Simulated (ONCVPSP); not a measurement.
**An ONCV potential for Ta, from input to tests**

Task: generate the file, and judge it by its errors in other configurations, its logarithmic derivatives, its ghosts and its cutoff.

Method: ONCVPSP 4.0.1, LDA (Perdew-Wang 92), scalar-relativistic.

### 1 The design

Typed settings, in words:

```
element                 : tantalum (Ta, Z = 73)
type                    : optimised norm-conserving Vanderbilt (ONCV)
frozen core             : [Kr] 4d10 4f14
valence charge          : 13
reference configuration : 5s2 5p6 5d3 6s2
partial waves           : 5s+6s: rc 1.75 bohr, ncon 4, nbas 7, qcut 8 1/bohr, 2 projectors; 5p: rc 1.25 bohr, ncon 4, nbas 9, qcut 7.3 1/bohr, 2 projectors, debl 1.1 Ha; 5d: rc 2.75 bohr, ncon 3, nbas 7, qcut 4.5 1/bohr, 1 projector
local potential         : polynomial inside 0.90 bohr (lpopt 5, dvloc0 0 Ha)
core correction         : polynomial model core, fcfact 0.5
```

### 2 Generating the potential

Ta.dat

```
# ATOM AND REFERENCE CONFIGURATION
# atsym  z   nc   nv     iexc    psfile
  Ta 73.00   10    4  -001012      upf
#
#   n    l    f
    1    0    2.00
    2    0    2.00
    2    1    6.00
    3    0    2.00
    3    1    6.00
    3    2   10.00
    4    0    2.00
    4    1    6.00
    4    2   10.00
    4    3   14.00
    5    0    2.00
    5    1    6.00
    5    2    3.00
    6    0    2.00
#
# PSEUDOPOTENTIAL AND OPTIMIZATION
# lmax
    2
#
#   l,   rc,      ep,       ncon, nbas, qcut
    0    1.75    0.00    4    7    8.00
    1    1.25    0.00    4    9    7.30
    2    2.75    0.00    3    7    4.50
#
# LOCAL POTENTIAL
# lloc, lpopt,  rc(5),   dvloc0
    4    5    0.90    0.00
#
# VANDERBILT-KLEINMAN-BYLANDER PROJECTORs
# l, nproj, debl
    0    2    1.80
    1    2    1.10
    2    1    0.90
#
# MODEL CORE CHARGE
# icmod, fcfact, rcfact
    1    0.50    0.00
#
# LOG DERIVATIVE ANALYSIS
# epsh1, epsh2, depsh
   -4.00    5.00    0.02
#
# OUTPUT GRID
# rlmax, drl
    6.00    0.01
#
# TEST CONFIGURATIONS
# ncnf
    4
# nvcnf
#   n    l    f
    4
    5    0    2.00
    5    1    6.00
    5    2    3.00
    6    0    1.00
#
    4
    5    0    2.00
    5    1    6.00
    5    2    3.00
    6    0    0.00
#
    4
    5    0    2.00
    5    1    6.00
    5    2    2.00
    6    0    0.00
#
    4
    5    0    2.00
    5    1    6.00
    5    2    3.00
    6    0    1.50
#
```

Run with:

```
oncvpsp.x < Ta.dat > Ta.out
```

Before running it: what results should come out? Wanted: cutoffs for 1 and 0.1 mHa per electron, occupied waves; bound ghosts; GHOST(+) flags; largest test error; largest phase difference near zero energy, channels read; rms error of d²Exc/dn², without and with the model core; projector energies reset by the program.

As calculated:

| quantity | value |
| --- | --- |
| cutoffs for 1 and 0.1 mHa per electron, occupied waves | 28 Ha and 148 Ha |
| bound ghosts | s at -145.75 eV |
| GHOST(+) flags | p at 188 eV, d at 182 eV |
| largest test error (AE − PS) | -48 meV, for 5s2 5p6 5d2 6s0 |
| largest phase difference near zero energy, channels read | 0.012 rad |
| rms error of d²Exc/dn², without and with the model core | 7.78 and 0.52 mHa |
| projector energies reset by the program | p: -1.454, 0.250 Ha |

In words: It has a bound ghost (s), a state that the atom doesn't have, and that rules the file out. By total energies transferability is fair: the largest error is 48 meV on 47.9 eV, for 5s2 5p6 5d2 6s0. That test lies far up in energy; among those under 40 eV, nearer to bonding, the largest error is 21 meV. The potential is of middling hardness: the looser tolerance needs 28 Ha. The tighter tolerance needs 148 Ha, and converged work needs a cutoff nearer that. At the looser tolerance the 5p wave is the slowest; 5s needs 21 Ha. Near zero energy the phases of the channels with partial waves agree within 0.012 rad. The program also flags highly localised states, GHOST(+) (p, d). Note that the frozen 4f shell (-25 eV) lies higher than the valence 5s shell (-73 eV). These are tests on the free atom; a crystal test is still owed.
